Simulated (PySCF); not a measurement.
**Solver options tried on GaSe**

The same problem is solved with other solver options, one edit a run.

The runs use PySCF 2.14.0; each script names its method and basis.

9 further runs of the same task are left out: 9 that didn't finish.

## Step 1: The system as given

GaSe: 2 atoms, charge 0, spin multiplicity 2.

Bond lengths: Ga1–Se2 2.320 Å.

## Step 2: The run that the others are compared with

input.py

```python
from pyscf import gto, scf, mcscf

mol = gto.M(
    atom='Ga 0 0 0; Se 0 0 2.32',
    basis='sbkjc',
    ecp={'Ga': 'sbkjc', 'Se': 'sbkjc'},
    charge=0,
    spin=1,
    symmetry=True,
    verbose=4,
)
mf = scf.ROHF(mol)
mf.kernel()
mc = mcscf.CASCI(mf, 8, 7)
mc.kernel()
mc.analyze()
mf.dip_moment()
print('orbital energies (hartree):', mf.mo_energy[..., max(0, mol.nelec[1]-3):mol.nelec[0]+3].round(4))
```

The run is started by

```console
$ OMP_NUM_THREADS=1 python input.py
```

Its log is not repeated here.

Base result: E(SCF) = -266.314495 Eh, 15 cycles, E(CAS) − E(SCF) = -0.03539 Eh, μ = 4.60 D (of the SCF density).

The bond length is a typed value, not an optimised one.

## Step 3: DIIS space 12

Edit 1 changes DIIS space: default → 12.

input.py

```python
from pyscf import gto, scf, mcscf

mol = gto.M(
    atom='Ga 0 0 0; Se 0 0 2.32',
    basis='sbkjc',
    ecp={'Ga': 'sbkjc', 'Se': 'sbkjc'},
    charge=0,
    spin=1,
    symmetry=True,
    verbose=4,
)
mf = scf.ROHF(mol)
mf.diis_space = 12
mf.kernel()
mc = mcscf.CASCI(mf, 8, 7)
mc.kernel()
mc.analyze()
mf.dip_moment()
print('orbital energies (hartree):', mf.mo_energy[..., max(0, mol.nelec[1]-3):mol.nelec[0]+3].round(4))
```

The run is started by

```console
$ OMP_NUM_THREADS=1 python input.py
```

## Step 4: Point-group symmetry off

Edit 2 changes point-group symmetry: on → off.

Edit input.py of step 2 so:

```diff
@@ -8,3 +8,2 @@
     spin=1,
-    symmetry=True,
     verbose=4,
```

Q: Predict the outcome of this session. Wanted: for each run, E(SCF); from base; SCF dipole; after the SCF.

**Answer**, as computed:

```tsv
run	E(SCF) (hartree)	from base (eV)	cycles	SCF dipole (D)	after the SCF
base	-266.314495	0	15	4.60	CASCI correlation -0.963 eV
DIIS space 12	-266.314495	0.0000	15	4.60	CASCI correlation -0.963 eV
point-group symmetry off	-266.314495	0.0000	15	4.60	CASCI correlation -0.963 eV
```

Distance from each run's final energy (log10 hartree) by cycle:

```tsv
run	cycle 1	cycle 2	cycle 3	cycle 5	cycle 8	cycle 12
base	1.6	1.6	0.2	-0.1	-3.6	-5.9
DIIS space 12	1.6	1.6	0.2	-0.1	-3.6	-6.0
point-group symmetry off	1.6	1.6	0.2	-0.1	-3.7	-5.7
```

In words: With DIIS space 12 or point-group symmetry off the SCF ends at the base energy. With DIIS space 12, point-group symmetry off the path hardly changes: 15 cycles against 15.
